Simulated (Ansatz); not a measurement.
# ClFH4Si3: the cost of one run

Computed with Ansatz 0.2.0, Gaussian basis. Level: the settings change from run to run.

### Step 1. The relaxed structure

An earlier PBE0-D4 in a triple-zeta def2 set relaxation fixed the geometry.

SMILES `F[Si@H]1[SiH2][Si@@H]1Cl`, 9 atoms, charge 0, spin multiplicity 1.

Atoms are counted from 1 here; the program's logs count them from 0.

Bond lengths: F1–Si2 1.599 Å, Si2–Si3 2.331 Å, Si2–Si4 2.284 Å, Si2–H6 1.485 Å, Si3–Si4 2.363 Å, Si3–H7 1.485 Å, Si3–H8 1.485 Å, Si4–Cl5 2.052 Å, Si4–H9 1.485 Å. Angles: F1–Si2–Si3 131.0°, F1–Si2–Si4 129.7°, F1–Si2–H6 109.8°, Si3–Si2–Si4 61.6°, Si3–Si2–H6 105.6°, Si4–Si2–H6 110.8°, Si2–Si3–Si4 58.2°, Si2–Si3–H7 116.4°, Si2–Si3–H8 124.0°, Si4–Si3–H7 128.1°, Si4–Si3–H8 109.6°, H7–Si3–H8 111.7°, Si2–Si4–Si3 60.2°, Si2–Si4–Cl5 126.8°, Si2–Si4–H9 115.5°, Si3–Si4–Cl5 130.8°, Si3–Si4–H9 104.9°, Cl5–Si4–H9 110.0°.

Geometry (Å):

```xyz
9

F    -1.2658   -0.3601    2.4424
Si   -0.4293    0.2905    1.2450
Si    1.2449   -0.6007   -0.1098
Si   -0.7916    0.1946   -1.0078
Cl   -1.1802    1.7742   -2.2594
H     0.0554    1.6368    1.6442
H     2.5603    0.0877   -0.0730
H     1.3902   -2.0485   -0.4086
H    -1.4954   -1.0208   -1.4901
```

### Step 2. wB97X-V/aug-cc-pVTZ

File in.yaml:

```yaml
crystal:
  periodic: [false, false, false]
  atoms:
    - {symbol: F, position_ang: [-1.265761, -0.360081, 2.442421]}
    - {symbol: Si, position_ang: [-0.429296, 0.290544, 1.245033]}
    - {symbol: Si, position_ang: [1.244899, -0.600661, -0.109842]}
    - {symbol: Si, position_ang: [-0.791570, 0.194580, -1.007771]}
    - {symbol: Cl, position_ang: [-1.180158, 1.774161, -2.259398]}
    - {symbol: H, position_ang: [0.055374, 1.636797, 1.644173]}
    - {symbol: H, position_ang: [2.560320, 0.087727, -0.072965]}
    - {symbol: H, position_ang: [1.390174, -2.048515, -0.408635]}
    - {symbol: H, position_ang: [-1.495381, -1.020753, -1.490115]}
basis:
  gaussian: {orbitals: aug-cc-pVTZ}
hamiltonian: {xc: {name: wB97X-V}}
output: {forces: true}
```

Command:

```sh
ansatz run in.yaml --threads 4 --pin off --events-out ev --progress --plain --max-ram 10444MiB
```

What time and memory should one allow on 4 threads of Arm Neoverse V2, shared host?

About 23 s, with a peak of 2 GiB.
